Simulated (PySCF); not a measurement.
# Tb: excitation energy in ANO-RCC-VTZP

Each state of terbium is computed at each level; their differences give the excitation energy. How far do the methods differ?

The numbers are computed with PySCF 2.14.0 (unrestricted determinants in a Gaussian basis, no spin-orbit coupling in the energies), except any that are marked as measured or tabulated.

## (1) Starting point

* Element: terbium (Z = 65)
* Basis: ANO-RCC-VTZP (8s7p5d3f2g1h, 104 functions)
* Hamiltonian: scalar relativity by spin-free X2C-1e
* State 1: Tb: [Xe] 4f8 6s2 6p1, one real determinant (an excited configuration)
* Needed too, but not shown: Tb [Xe] 4f9 6s2 (high-spin determinant)
* Methods: UHF, LDA, PBE, PBE0, r2SCAN

The outer shells:

Tb [Xe] 4f8 6s2 6p1
```
[Xe] core
4f [↑↓][↑ ][↑ ][↑ ][↑ ][↑ ][↑ ]
6s [↑↓]
6p [↑ ][  ][  ]
```

The runs were made by one driver on top of PySCF. The scripts below sum up each run's settings (the driver also hands on starting orbitals that pick excited configurations, and frozen orbitals as a list rather than a count), and the logs come from the driver's own runs. The driver starts from symmetry-adapted Hartree-Fock orbitals, holds the occupation by maximum overlap and uses a logarithmic radial grid for functionals, so a plain start would take other cycles.

The integrals over 104 functions and the set-up took 57 s of CPU time.

## (2) Tb [Xe] 4f8 6s2 6p1, method by method

UHF:

The input, input.py:

```python
from pyscf import gto, scf, dft, mp, cc
import basis_set_exchange as bse
mol = gto.M(atom="Tb 0 0 0", charge=0, spin=7, symmetry="D2h",
            basis=gto.basis.parse(bse.get_basis("ANO-RCC-VTZP", elements=["Tb"], fmt="nwchem")),
            nucmod="G")
mf = scf.UHF(mol).sfx2c1e()
mf.irrep_nelec = {'Ag': (10, 10), 'B1g': (2, 2), 'B2g': (2, 2), 'B3g': (2, 2), 'Au': (1, 0), 'B1u': (7, 4), 'B2u': (6, 5), 'B3u': (6, 4)}
mf.kernel()
```

LDA:

Changes to input.py:

```diff
@@ -5,3 +5,3 @@
             nucmod="G")
-mf = scf.UHF(mol).sfx2c1e()
+mf = dft.UKS(mol, xc="LDA,VWN").sfx2c1e()
 mf.irrep_nelec = {'Ag': (10, 10), 'B1g': (2, 2), 'B2g': (2, 2), 'B3g': (2, 2), 'Au': (1, 0), 'B1u': (7, 4), 'B2u': (6, 5), 'B3u': (6, 4)}
```

PBE:

Changes to input.py:

```diff
@@ -5,3 +5,3 @@
             nucmod="G")
-mf = dft.UKS(mol, xc="LDA,VWN").sfx2c1e()
+mf = dft.UKS(mol, xc="PBE").sfx2c1e()
 mf.irrep_nelec = {'Ag': (10, 10), 'B1g': (2, 2), 'B2g': (2, 2), 'B3g': (2, 2), 'Au': (1, 0), 'B1u': (7, 4), 'B2u': (6, 5), 'B3u': (6, 4)}
```

PBE0:

Changes to input.py:

```diff
@@ -5,3 +5,3 @@
             nucmod="G")
-mf = dft.UKS(mol, xc="PBE").sfx2c1e()
+mf = dft.UKS(mol, xc="PBE0").sfx2c1e()
 mf.irrep_nelec = {'Ag': (10, 10), 'B1g': (2, 2), 'B2g': (2, 2), 'B3g': (2, 2), 'Au': (1, 0), 'B1u': (7, 4), 'B2u': (6, 5), 'B3u': (6, 4)}
```

r2SCAN:

Changes to input.py:

```diff
@@ -5,3 +5,3 @@
             nucmod="G")
-mf = dft.UKS(mol, xc="PBE0").sfx2c1e()
+mf = dft.UKS(mol, xc="R2SCAN").sfx2c1e()
 mf.irrep_nelec = {'Ag': (10, 10), 'B1g': (2, 2), 'B2g': (2, 2), 'B3g': (2, 2), 'Au': (1, 0), 'B1u': (7, 4), 'B2u': (6, 5), 'B3u': (6, 4)}
```

Q: Predict the outcome of this session.

The runs gave:

| quantity | value |
| --- | --- |
| excitation energy, Tb → [Xe] 4f8 6s2 6p1 | LDA 3.707, PBE 3.462 eV |

**Reading.** The methods span 0.245 eV, from PBE (3.462) to LDA (3.707). No reference value is at hand in this session. All values hold for this basis alone; no basis-set limit was taken.
